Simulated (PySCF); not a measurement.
# SrH: bond curves at several levels of theory

One table from this session's results is given with a row withheld; the runs are named, their logs left out.

Method: Sr def2-SVP with ECP28, H def2-SVP, scalar-relativistic core potentials; program: PySCF 2.14.0.

The first run:

Settings of the job:

```json
{
  "atoms": "Sr, H",
  "charge": "0",
  "basis": "Sr def2-SVP with ECP28, H def2-SVP",
  "Hamiltonian": "scalar-relativistic core potentials",
  "basis functions": "28",
  "electrons treated": "11",
  "masses in u": "87.9056, 1.0078",
  "levels": "PBE0, PBE, r²SCAN, B3LYP, PBEsol, B97-3, HF, MP2, SCS-MP2, CCSD, CCSD(T)",
  "grid": "80 radial by 434 angular points",
  "occupations": "held fixed by the projection of orbital angular momentum",
  "dissociation limit": "Sr + H, each in its ground configuration",
  "starting distance in angstrom": "2.030",
  "values of 2S to try": "1, 3"
}
```

On the command line:

```console
OMP_NUM_THREADS=1 python dia.py task.json out
```

Steps of the session up to this table: Set-up; First curve: PBE0; Higher solutions at PBE0; PBE (GGA); r²SCAN (meta-GGA); B3LYP (global hybrid GGA); PBEsol; B97-3; UHF (mean field); Adding correlation.

One table of the session follows, with a row left open; its other results are not shown here.

It belongs to the step «The curves together». Energy (eV) from each level's lowest point:

| R (Å) | UHF | UHF-MP2 | UHF-SCS-MP2 | UHF-CCSD | UHF-CCSD(T) |
| --- | --- | --- | --- | --- | --- |
| 1.854 | 0.486 | 0.381 | 0.387 | n/a | n/a |
| 1.940 | 0.258 | 0.186 | 0.190 | 0.190 | 0.190 |
| 2.027 | 0.111 | 0.068 | 0.070 | 0.071 | 0.071 |
| 2.091 | 0.045 | 0.020 | 0.021 | 0.022 | 0.022 |
| 2.156 | 0.009 | 0.000 | 0.000 | 0.000 | 0.000 |
| 2.221 | 0.000 | 0.004 | 0.003 | 0.001 | 0.001 |
| 2.307 | 0.020 | 0.039 | 0.037 | 0.032 | 0.031 |
| 2.415 | ? | ? | ? | ? | ? |
| 2.544 | 0.209 | 0.253 | 0.249 | 0.227 | 0.225 |
| 2.717 | 0.417 | 0.470 | 0.466 | n/a | n/a |

Q: Estimate the row for R (Å) = 2.415 from the others.

Worked estimate for «UHF». A straight line through the neighbours (2.307, 0.020) and (2.544, 0.209) gives 0.020 + (0.209 − 0.020) × (2.415 − 2.307) / (2.544 − 2.307) = 0.106; a parabola fitted to 4 rows on both sides gives 0.091.

The run gave: UHF: 0.086; UHF-MP2: 0.119; UHF-SCS-MP2: 0.116; UHF-CCSD: 0.105; UHF-CCSD(T): 0.103. In «UHF» the line misses by +0.020 and the parabola by +0.005.

State 2 has its PBE0 minimum 1.46 eV higher. The other levels ran on the lowest alone.
